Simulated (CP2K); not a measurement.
# AlHSClF (SMILES [F][Al]([SH])[Cl]): a first try and a second

Aim: a single-point energy of AlHSClF at GFN2-xTB.

The results are computed with CP2K 2026.2.

2 further runs of the same task are left out: 2 set aside as unsound or not needed.

## 1. Starting point

AlHSClF: 5 atoms, total charge 0, spin state singlet. SMILES: `[F][Al]([SH])[Cl]`. The coordinates come from a PBE0-D4/def2-TZVP relaxation. This is one conformer, not always the lowest.

Bond lengths: F1–Al2 1.637 Å, Al2–S3 2.155 Å, Al2–Cl4 2.076 Å, S3–H5 1.345 Å. Angles: F1–Al2–S3 118.4°, F1–Al2–Cl4 119.2°, S3–Al2–Cl4 122.4°, Al2–S3–H5 91.8°.

## 2. First attempt

mol.inp

```
&GLOBAL
    PROJECT mol
    RUN_TYPE ENERGY
    PRINT_LEVEL MEDIUM
&END GLOBAL

&FORCE_EVAL
    METHOD QS
    &DFT
        &QS
            METHOD XTB
            EPS_DEFAULT 1.0E-10
            &XTB
                GFN_TYPE TBLITE
                &TBLITE
                    METHOD GFN2
                &END TBLITE
                CHECK_ATOMIC_CHARGES F
            &END XTB
        &END QS
        &POISSON
            PERIODIC NONE
            POISSON_SOLVER ANALYTIC
        &END POISSON
        # self-consistent field
        &SCF
            SCF_GUESS ATOMIC
            EPS_SCF 1.0E-06
            MAX_SCF 67
            ADDED_MOS 2
            &DIAGONALIZATION
                ALGORITHM STANDARD
            &END DIAGONALIZATION
            &MIXING
                METHOD DIRECT_P_MIXING
                ALPHA 0.4
            &END MIXING
            &SMEAR ON
                METHOD FERMI_DIRAC
                ELECTRONIC_TEMPERATURE [K] 300
            &END SMEAR
        &END SCF
        # extra output
        &PRINT
            &MOMENTS
                PERIODIC F
                REFERENCE COM
                MAX_MOMENT 1
            &END MOMENTS
            &MO ON
                ENERGIES T
                OCCUPATION_NUMBERS T
                NDIGITS 6
                &EACH
                    QS_SCF 0
                &END EACH
                ADD_LAST NUMERIC
            &END MO
            &HIRSHFELD OFF
            &END HIRSHFELD
        &END PRINT
    &END DFT
    # structure
    &SUBSYS
        # vacuum box
        &CELL
            ABC 19.2 18.7 18.4
            PERIODIC NONE
        &END CELL
        &COORD
            UNIT bohr
            F     -2.0310776    -2.8956273     2.1164933
            Al    -0.8210860    -0.6967420     0.3072695
            S     -1.3696735    -2.8956273     2.1164933
            Cl    -3.0377347     0.8998876    -2.5095563
            H      2.9447602     2.1223514    -0.9441072
        &END COORD
        &TOPOLOGY
            &CENTER_COORDINATES
            &END CENTER_COORDINATES
        &END TOPOLOGY
    &END SUBSYS
&END FORCE_EVAL
```

The run is started by

```bash
$ OMP_NUM_THREADS=1 cp2k.psmp -i mol.inp > mol.out 2>&1
```

The log of the run:

```text
CP2K| version string:                                       CP2K version 2026.2
[...]
 GLOBAL| Method name                                                        CP2K
[...]
 GLOBAL| Run type                                                         ENERGY
[...]
                             - Atoms:                                          5
[...]
                             - Spherical basis functions:                     32
[...]
 *** WARNING in particle_methods.F:720 :: The distance between the atoms 1 ***
 *** and 3 is only 0.350 angstrom and thus smaller than the threshold of   ***
 *** 0.500 angstrom                                                        ***
[...]
 Number of electrons:                                                         24
[...]
  *** SCF run converged in    40 steps ***
[...]
  Fermi energy:                                                -0.28936521659619
[...]
 TB_DIPOLE| Moment [Debye]         -5.98102547      -8.01095842       5.88067221
 TB_DIPOLE| Derivative [a.u.]       0.00000000       0.00000000       0.00000000
[...]
 ENERGY| Total FORCE_EVAL ( QS ) energy [hartree]             50.727192899172117
[...]
```

Run time: 1.6 s. Hardware: 1 thread of Intel Xeon Platinum 8259CL at 2.50GHz (Skylake/Cascade Lake), shared host; peak memory 0.19 GiB.

## 3. Reading the log

The program ended normally, but the settings are unsound, so its numbers aren't properties of the molecule.

What is wrong: two atoms lie on top of or far too near each other. As the program read them, the closest atoms are 0.35 Å apart, against 1.35 Å in the sound input.

## 4. Second attempt

job.inp

```
&global
   project_name job
   run_type ENERGY
   print_level MEDIUM
&end global
&force_eval
   method Quickstep
   &dft
      ! Quickstep
      &qs
         method XTB
         eps_default 1.0E-10
         &xtb
            gfn_type TBLITE
            &tblite
               method GFN2
            &end tblite
            check_atomic_charges F
         &end xtb
      &end qs
      ! no periodic images
      &poisson
         periodic NONE
         poisson_solver ANALYTIC
      &end poisson
      &scf
         scf_guess ATOMIC
         eps_scf 1.0E-06
         max_scf 150
         added_mos 2
         &diagonalization
            algorithm STANDARD
         &end diagonalization
         &mixing
            method DIRECT_P_MIXING
            alpha 0.4
         &end mixing
         &smear ON
            method FERMI_DIRAC
            electronic_temperature [K] 300
         &end smear
      &end scf
      ! extra output
      &print
         &moments
            periodic F
            reference COM
            max_moment 1
         &end moments
         &mo ON
            energies T
            occupation_numbers T
            ndigits 6
            &each
               qs_scf 0
            &end each
            add_last NUMERIC
         &end mo
         &hirshfeld OFF
         &end hirshfeld
      &end print
   &end dft
   &subsys
      &cell
         abc 19.2 18.7 18.4
         periodic NONE
      &end cell
      &coord
         UNIT bohr
         F     -2.0310776    -2.8956273     2.1164933
         Al    -0.8210860    -0.6967420     0.3072695
         S      3.0390576     0.4310465     0.9514771
         Cl    -3.0377347     0.8998876    -2.5095563
         H      2.9447602     2.1223514    -0.9441072
      &end coord
      &topology
         &center_coordinates
         &end center_coordinates
      &end topology
   &end subsys
&end force_eval
```

The run is started by

```bash
$ OMP_NUM_THREADS=1 cp2k.psmp job.inp > job.out
```

The log of the run:

```text
CP2K| version string:                                       CP2K version 2026.2
[...]
 GLOBAL| Method name                                                        CP2K
[...]
 GLOBAL| Run type                                                         ENERGY
[...]
                             - Atoms:                                          5
[...]
                             - Spherical basis functions:                     32
[...]
 Number of electrons:                                                         24
[...]
  *** SCF run converged in    20 steps ***
[...]
  Fermi energy:                                                -0.31706018462037
[...]
 TB_DIPOLE| Moment [Debye]          1.26803031       1.38178495      -0.89334274
 TB_DIPOLE| Derivative [a.u.]       0.00000000       0.00000000       0.00000000
[...]
 ENERGY| Total FORCE_EVAL ( QS ) energy [hartree]            -14.295053834804051
[...]
```

It took 1.4 s on 1 thread of Intel Xeon Platinum 8259CL at 2.50GHz (Skylake/Cascade Lake), shared host; peak memory 0.19 GiB.

## 5. Outcome

At GFN2-xTB:

```
                                 quantity         value
                             total energy  -14.29505 Eh
dipole moment (from atomic charges alone)        2.08 D
                              HOMO energy     -11.44 eV
                              LUMO energy      -7.73 eV
                            HOMO–LUMO gap       3.71 eV
```

What this shows: The first attempt's energy was +1769.345 eV off this one. The dipole comes from point charges on the atoms alone, without atomic dipoles, so it is partial.
